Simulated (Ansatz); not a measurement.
# ZrTiN2: the cost of one run

Method: DFT PBEsol, scalar-relativistic, plane waves, PAW, in Ansatz 0.2.0.

## (1) The structure to begin with

It takes space group R-3m (No. 166, trigonal). Conventional cell: a = 3.139 Å, b = 3.139 Å, c = 15.292 Å, α = 90.00°, β = 90.00°, γ = 120.00°. Around Zr (site symmetry -3m) lie 6 N at 2.26 Å. Ti (site symmetry -3m) is surrounded by 6 N at 2.17 Å. Around N (site symmetry 3m) lie 3 Ti at 2.17 Å and 3 Zr at 2.26 Å.

Structure file:

```cif
data_structure
_symmetry_space_group_name_H-M 'R-3m:H'
_symmetry_Int_Tables_number 166
_cell_length_a 3.1388
_cell_length_b 3.1388
_cell_length_c 15.2923
_cell_angle_alpha 90.000
_cell_angle_beta 90.000
_cell_angle_gamma 120.000
_cell_volume 130.48
loop_
_atom_site_label
_atom_site_type_symbol
_atom_site_symmetry_multiplicity
_atom_site_Wyckoff_symbol
_atom_site_fract_x
_atom_site_fract_y
_atom_site_fract_z
_atom_site_occupancy
Zr1 Zr 3 b 0.66667 0.33333 0.83333 1
Ti1 Ti 3 a 0.00000 0.00000 0.00000 1
N1 N 6 c 0.00000 0.00000 0.74456 1
```

It goes back to an entry of the Materials Project, which need not be the stable form.

This cell was relaxed beforehand with the same method: volume 10.87 Å³/atom, gap on the mesh none (metal).

## (2) The cell under PBEsol

input.yaml

```yaml
crystal:
  lattice:
    - [1.5694134479, 0.9061012766, 5.097438509]
    - [-1.5694134479, 0.9061012766, 5.097438509]
    - [0.0, -1.8122025532, 5.097438509]
  atoms:
    - { symbol: Zr, position: [0.5, 0.5, 0.5] }
    - { symbol: Ti, position: [0.0, 0.0, 0.0] }
    - { symbol: "N", position: [0.7445605224, 0.7445605224, 0.7445605224] }
    - { symbol: "N", position: [0.2554394776, 0.2554394776, 0.2554394776] }
basis:
  ecutwfc: 420
kpoints:
  mp_grid: { grid: [15, 15, 15] }
hamiltonian:
  xc: pbesol
scf:
  occupations: { method: gaussian, width: 0.1 }
output:
  forces: true
  stress: true
  eigenvalues: true
relax:
  adjacent_minimum: "off"
  f_tol: 0.005
  max_steps: 50
  cell: { stress_tol: 0.05 }
```

What time and memory should one allow on 1 thread of an x86-64 CPU, shared host?

About 2.2 min, with a peak of 0.71 GiB.
